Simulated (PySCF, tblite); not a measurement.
**C₅H₁₂NPSi: geometry, infrared bands and NMR shifts**

What infrared bands and NMR shifts should C₅H₁₂NPSi (`[SiH3]/C=P\N1CCCC1`) show?

Computed with tblite 0.8.0 and PySCF 2.14.0, with density-fitted response routines of our own, on a single molecule in the gas phase. Atoms count from 0, in the outputs and in this text.

### 1 Starting geometry

20 atoms, charge 0, multiplicity 1; geometry from: force field or distance geometry start.

Bonds of the start (Å): Si0–C1 1.83, C1–P2 1.66, P2–N3 1.72, N3–C4 1.38, C4–C5 1.54, C5–C6 1.51, C6–C7 1.53, C7–N3 1.40, Si0–H8 1.45, Si0–H9 1.48, Si0–H10 1.46, C1–H11 1.09, C4–H12 1.12, C4–H13 1.11, C5–H14 1.13, C5–H15 1.11, C6–H16 1.09, C6–H17 1.11, C7–H18 1.11, C7–H19 1.10.

### 2 Geometry optimisation with GFN2-xTB

Job settings and geometry (Å):

```
{"job": {"kind": "relax", "xc": "GFN2-xTB", "basis": "xTB"}, "charge": 0, "multiplicity": 1}
Si     2.838100     0.591300     0.084300
C      2.482500    -1.168900     0.450400
P      0.945800    -1.809400     0.459600
N     -0.481900    -0.919300     0.107800
C     -0.865200    -0.594900    -1.180900
C     -1.525900     0.772400    -0.945300
C     -1.911900     0.778500     0.518900
C     -1.394500    -0.542800     1.095900
H      1.841900     1.512300     0.605000
H      4.112900     0.923700     0.763800
H      3.094600     0.762000    -1.344100
H      3.304700    -1.845100     0.695600
H      0.003600    -0.495400    -1.879400
H     -1.655600    -1.213000    -1.661300
H     -0.771000     1.582000    -1.153500
H     -2.424500     0.886000    -1.581900
H     -1.403100     1.614000     1.006400
H     -3.011400     0.779700     0.635700
H     -2.295700    -1.171800     1.249900
H     -0.888300    -0.430700     2.070000
```

Launch:

```
$ OMP_NUM_THREADS=1 python probes_run.py task.json out
```

This one command runs all jobs of the session in turn.

**Question.** This job is followed by: GFN2-xTB harmonic vibrations, gas phase; GIAO PBE0/pcSseg-1 NMR shielding, non-relativistic, gas phase. Predict these results of the whole session: strongest single infrared mode (GFN2-xTB); zero-point energy (GFN2-xTB); 13C shifts against TMS (PBE0/pcSseg-1, means over atoms taken as alike); 1H shifts against TMS (PBE0/pcSseg-1, means over atoms taken as alike); 29Si shifts against TMS (PBE0/pcSseg-1); 31P shifts against H3PO4 (PBE0/pcSseg-1); 15N shifts against NH3 (PBE0/pcSseg-1); surface potential, 1st and 99th percentile.

The runs gave:

| quantity | value |
| --- | --- |
| strongest single infrared mode (GFN2-xTB) | 2224 cm⁻¹, 389 km/mol |
| zero-point energy (GFN2-xTB) | 98.7 kcal/mol |
| 13C shifts against TMS (PBE0/pcSseg-1, means over atoms taken as alike) | 122.1, 55.3, 28.0 ppm |
| 1H shifts against TMS (PBE0/pcSseg-1, means over atoms taken as alike) | 5.83, 4.57, 3.63, 1.74 ppm |
| 29Si shifts against TMS (PBE0/pcSseg-1) | -85.0 ppm |
| 31P shifts against H3PO4 (PBE0/pcSseg-1) | 351.6 ppm |
| 15N shifts against NH3 (PBE0/pcSseg-1) | 140.4 ppm |
| surface potential, 1st and 99th percentile | -0.77 V and 0.80 V |

What this shows: Over 175 steps the energy fell by 1.239 eV; of the close pairs, N3–C4 changed most, 1.383 to 1.448 Å. All 54 modes are real, so the xTB geometry is a minimum. The strongest single mode, at 2224 cm⁻¹, moves mainly H10. Unscaled tight-binding wavenumbers are off by several per cent, some by more. Its intensities can rank the bands wrongly. At PBE0/pcSseg-1: Shielding is most anisotropic at P2 (span 622 ppm, paramagnetic term -1003 ppm). By nearest atom (PBE0/pcSseg-1), the HOMO sits on C1 34 %; N3 29 % and the LUMO on P2 48 %; C1 23 %.
